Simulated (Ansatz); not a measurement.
# Cl2H2MoN2: how energies converge with the basis set

An exercise on one series of results from a longer session: the logs are not shown, and one member is left open.

Method: one geometry, several basis sets; program: Ansatz 0.2.0, Gaussian basis.

Levels to be run: PBE0-D4/def2-SVP; ωB97M-V/def2-SVP; PBE0-D4/def2-QZVPP; ωB97M-V/def2-QZVPP; the functionals' def2-TZVPP values are taken from earlier runs.

2 further runs of the same task are left out: 2 for a known fault of the program.

**The relaxed structure**

The geometry comes from an earlier relaxation with PBE0-D4 in a triple-zeta def2 set; it is a stationary point, not always the lowest conformer. Mo takes the def2 core potential; no spin-orbit term is included.

SMILES `[NH]=[Mo](=[NH])([Cl])[Cl]`, 7 atoms, charge 0, spin multiplicity 1.

Atoms are counted from 1 here; the program's logs count them from 0.

Bond lengths: N1–Mo2 1.712 Å, N1–H6 1.012 Å, Mo2–N3 1.712 Å, Mo2–Cl4 2.268 Å, Mo2–Cl5 2.268 Å, N3–H7 1.012 Å. Angles: Mo2–N1–H6 152.7°, N1–Mo2–N3 108.8°, N1–Mo2–Cl4 107.9°, N1–Mo2–Cl5 107.9°, N3–Mo2–Cl4 107.9°, N3–Mo2–Cl5 107.9°, Cl4–Mo2–Cl5 116.2°, Mo2–N3–H7 152.8°.

The first run:

Contents of in.yaml:

```yaml
crystal:
  periodic: [false, false, false]
  atoms:
    - {symbol: N, position_ang: [-1.057090, 0.583255, 0.837692]}
    - {symbol: Mo, position_ang: [-0.089688, 0.062702, -0.475133]}
    - {symbol: N, position_ang: [1.281992, -0.755434, 0.140666]}
    - {symbol: Cl, position_ang: [-1.300758, -1.421275, -1.689147]}
    - {symbol: Cl, position_ang: [0.634890, 1.904750, -1.581718]}
    - {symbol: H, position_ang: [-1.261280, 0.670113, 1.825409]}
    - {symbol: H, position_ang: [1.853035, -1.112110, 0.896633]}
basis:
  gaussian: {orbitals: def2-SVP}
hamiltonian: {xc: pbe0, dispersion: d4}
output: {orbitals: {seedname: orbitals}}
```

Run with:

```console
$ ansatz run in.yaml --threads 4 --pin off --events-out ev --progress --plain --max-ram 10444MiB
```

Steps of the session up to this table: PBE0-D4 in def2-SVP; ωB97M-V in def2-SVP; PBE0-D4 in def2-QZVPP; ωB97M-V in def2-QZVPP.

One of the session's tables, all rows but one given; the rest of the session is left out.

It belongs to the step «Density functionals: the series». 

```
functional       basis  HOMO (eV)  LUMO (eV)
   PBE0-D4    def2-SVP      -8.36      -2.61
   PBE0-D4  def2-TZVPP      -8.42      -2.73
   PBE0-D4  def2-QZVPP      -8.44      -2.76
   ωB97M-V    def2-SVP     -10.53      -0.53
   ωB97M-V  def2-TZVPP          ?          ?
   ωB97M-V  def2-QZVPP     -10.65      -0.76
```

**Question.** Estimate the row for ωB97M-V, def2-TZVPP.

As computed: HOMO (eV): -10.63; LUMO (eV): -0.70. In the column «HOMO (eV)» it lies between ωB97M-V, def2-QZVPP (-10.65) and ωB97M-V, def2-SVP (-10.53).
